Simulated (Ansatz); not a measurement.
Write a Python script for the Ansatz DFT code, driven from Python that makes a single point in a Gaussian basis of CH₅Ge₂N, SMILES [GeH3][C]1=[N][GeH2]1. Settings: B2PLYP, cc-pVDZ basis, multiplicity 1.

```xyz
9

Ge   -0.4006    1.0954   -0.9770
C     0.4471   -0.3182   -0.1214
N     1.4768   -1.2232   -0.1517
Ge    0.5513   -1.4045    1.2689
H    -0.9131    0.6835   -2.4146
H    -1.6792    1.5753   -0.1454
H     0.5497    2.3425   -1.1177
H    -0.7370   -2.2962    1.1025
H     0.7934   -0.5009    2.5393
```

`run_energy.py`:
```python
'''Single point of CH5Ge2N.'''

from pathlib import Path
import argparse
import json

import ansatz as az

parser = argparse.ArgumentParser(description='Single point of CH5Ge2N.')
parser.add_argument('--basis', required=True, help='basis')
args = parser.parse_args()

GEOMETRY = '''
Ge   -0.40060    1.09540   -0.97700
C     0.44710   -0.31820   -0.12140
N     1.47680   -1.22320   -0.15170
Ge    0.55130   -1.40450    1.26890
H    -0.91310    0.68350   -2.41460
H    -1.67920    1.57530   -0.14540
H     0.54970    2.34250   -1.11770
H    -0.73700   -2.29620    1.10250
H     0.79340   -0.50090    2.53930
'''

system = az.Crystal.molecule()
for line in GEOMETRY.strip().splitlines():
    symbol, *xyz = line.split()
    system = system.atom(symbol, [float(v) for v in xyz])

setup = system.calculation()
setup = setup.basis(gaussian=args.basis).functional(az.LibraryFunctional('B2PLYP'))
setup = setup.orbitals()
result = setup.run(threads=1, backend='cpu', runs_dir='out')
rep = result.report

print('reference energy %16.6f eV' % rep['reference_energy_ev'])
print('total energy     %16.6f eV' % rep['free_energy_ev'])
print('occupied orbitals outside the frozen core (up, down):', rep['n_occupied'], ' frozen:', rep['n_frozen'], ' virtual:', rep['n_virtual'])

field = rep['mean_field']
print('<S^2> =', round(abs(field['state']['spin_squared']), 4), ' all-electron relativity setting:', field['relativity'])
print('passes:', field['passes'])
if 'symmetry' in field:
    print('occupied orbitals by irrep:', field['symmetry']['occupied'])

lines = Path(rep['orbitals_path']).read_text().splitlines()
field_of = lambda key: [line.split('=')[1].strip() for line in lines if line.startswith(key)]
orbitals = [(27.211386 * float(e), s, float(n)) for e, s, n in zip(field_of('Ene='), field_of('Spin='), field_of('Occup='))]
homo = max(e for e, _, n in orbitals if n > 0.5)
lumo = min(e for e, _, n in orbitals if n < 0.5)
for e, spin, n in sorted(orbitals):
    if homo - 10 < e < lumo + 5:
        print(f'{spin:6s} {e:10.3f} eV  occupation {n:.0f}')
with open('ch5ge2n.json', 'w') as handle:
    json.dump({k: rep[k] for k in ('free_energy_ev', 'reference_energy_ev', 'n_occupied', 'n_virtual')}, handle, indent=1)
```

```console
$ python run_energy.py --basis cc-pVDZ
reference energy   -115608.835027 eV
total energy       -115613.886296 eV
occupied orbitals outside the frozen core (up, down): [21, 21]  frozen: 20  virtual: [66, 66]
<S^2> = 0.0  all-electron relativity setting: none
passes: {'evaluations': 19, 'products': 29}
occupied orbitals by irrep: [{'A': 41}, {'A': 41}]
Alpha     -16.638 eV  occupation 2
Alpha     -15.218 eV  occupation 2
Alpha     -12.558 eV  occupation 2
Alpha     -12.225 eV  occupation 2
Alpha     -11.590 eV  occupation 2
Alpha     -10.960 eV  occupation 2
Alpha     -10.625 eV  occupation 2
Alpha      -9.319 eV  occupation 2
Alpha      -7.418 eV  occupation 2
Alpha      -0.368 eV  occupation 0
Alpha       0.356 eV  occupation 0
Alpha       2.228 eV  occupation 0
Alpha       2.390 eV  occupation 0
Alpha       2.469 eV  occupation 0
Alpha       3.209 eV  occupation 0
Alpha       3.636 eV  occupation 0
Alpha       4.155 eV  occupation 0
```

File `ch5ge2n.json` afterwards:
```json
{
 "free_energy_ev": -115613.88629565705,
 "reference_energy_ev": -115608.83502671926,
 "n_occupied": [
  21,
  21
 ],
 "n_virtual": [
  66,
  66
 ]
}
```

Reading the output:
- Total energies depend on the basis set; only differences at equal settings carry meaning.
- The geometry is a force-field or estimated start, not a minimum of this method, and the basis set is short of its limit.
- Alpha marks a spatial orbital of a restricted run, filled by both spins.
- Levels such as HOMO and LUMO are orbital energies: with these approximate functionals they aren't the ionisation energy and electron affinity, and their gap isn't the fundamental gap.
- For a double hybrid the total adds scaled second-order correlation to the self-consistent reference.
- The whole script took 9.2 s on 1 thread of Arm Neoverse V2, on a shared host, peak memory 0.32 GiB.

(A comment or docstring line of the script was reworded after the run, the code is as it ran; lines on the test bed's own set-up are left out of the output.)
